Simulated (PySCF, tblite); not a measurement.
# C₂H₇Cl₃GeSi: geometry, infrared bands and NMR shifts

Wanted: the infrared bands and NMR shifts of C₂H₇Cl₃GeSi (`Cl[CH2][GeH2][SiH2]C(Cl)Cl`), by calculation.

Computed with tblite 0.8.0 and PySCF 2.14.0, with density-fitted response routines of our own, on a single molecule in the gas phase. Atoms count from 0, in the outputs and in this text.

### Step 1. Starting geometry

14 atoms, charge 0, multiplicity 1; geometry from: force field or distance geometry start.

Bonds of the start (Å): Cl0–C1 1.76, C1–Ge2 1.93, Ge2–Si3 2.29, Si3–C4 1.85, C4–Cl5 1.76, C4–Cl6 1.79, C1–H7 1.11, C1–H8 1.13, Ge2–H9 1.56, Ge2–H10 1.57, Si3–H11 1.48, Si3–H12 1.46, C4–H13 1.13.

### Step 2. Optimising the geometry with GFN2-xTB

The job: settings as JSON, then the geometry in Å.

```
{"job": {"kind": "relax", "xc": "GFN2-xTB", "basis": "xTB"}, "charge": 0, "multiplicity": 1}
Cl    -2.190000     1.943300    -0.831000
C     -1.942000     0.755200     0.446300
Ge    -1.128300    -0.846900    -0.269800
Si     1.094600    -0.631500    -0.777700
C      2.077800     0.296900     0.491300
Cl     1.608500    -0.034400     2.153700
Cl     2.024200     2.066000     0.198000
H     -2.934000     0.487600     0.869900
H     -1.326600     1.176600     1.290500
H     -1.375900    -2.037500     0.703300
H     -1.879000    -1.170500    -1.611800
H      1.681100    -1.987700    -0.908600
H      1.132700    -0.031800    -2.108700
H      3.156400     0.014300     0.332400
```

Started as:

```
OMP_NUM_THREADS=1 python probes_run.py task.json out
```

The driver reads the jobs from task.json and runs them one after another.

**Question.** This job is followed by: GFN2-xTB harmonic vibrations, gas phase; GIAO PBE0/pcSseg-1 NMR shielding, non-relativistic, gas phase. What will the session give for the following? strongest single infrared mode (GFN2-xTB); zero-point energy (GFN2-xTB); ¹³C shifts against TMS (PBE0/pcSseg-1); ¹H shifts against TMS (PBE0/pcSseg-1, means over atoms taken as alike); ³⁵Cl shifts against HCl (PBE0/pcSseg-1, means over atoms taken as alike); ⁷³Ge shifts against GeMe4 (PBE0/pcSseg-1); ²⁹Si shifts against TMS (PBE0/pcSseg-1).

The runs gave:

```
                                                                quantity                       value
                               strongest single infrared mode (GFN2-xTB)       1973 cm⁻¹, 491 km/mol
                                            zero-point energy (GFN2-xTB)               48.1 kcal/mol
                                  ¹³C shifts against TMS (PBE0/pcSseg-1)              71.5, 32.8 ppm
  ¹H shifts against TMS (PBE0/pcSseg-1, means over atoms taken as alike)  5.81, 4.61, 4.13, 3.57 ppm
³⁵Cl shifts against HCl (PBE0/pcSseg-1, means over atoms taken as alike)                 249, 56 ppm
                               ⁷³Ge shifts against GeMe4 (PBE0/pcSseg-1)                    -233 ppm
                                 ²⁹Si shifts against TMS (PBE0/pcSseg-1)                   -38.4 ppm
```

**Reading.** The optimisation took 95 steps and gained 0.430 eV; among the close pairs (by a distance rule), Si3–C4 changed most, from 1.854 to 1.928 Å. All 36 modes are real, so the xTB geometry is a minimum. The strongest single mode, at 1973 cm⁻¹, moves mainly H10. GFN2-xTB is a fitted tight-binding method: band positions and strengths are rough. Its intensities can rank the bands wrongly. C4 stands next to heavy halogen, whose spin-orbit shielding this run leaves out, so the computed shift lies too far downfield, most of all for carbon beside Br or I. H13 (hydrogen on an sp3 CH bonded to 2 Cl and Si) lies farthest downfield among hydrogen, at 5.81 ppm; its carbon carries Cl, which withdraws density. At PBE0/pcSseg-1: The largest span, 557 ppm, is at Cl5, Cl6, where the paramagnetic term is -446 ppm. Spin-orbit coupling is left out, which matters for shieldings and couplings at and beside the heavy atoms.
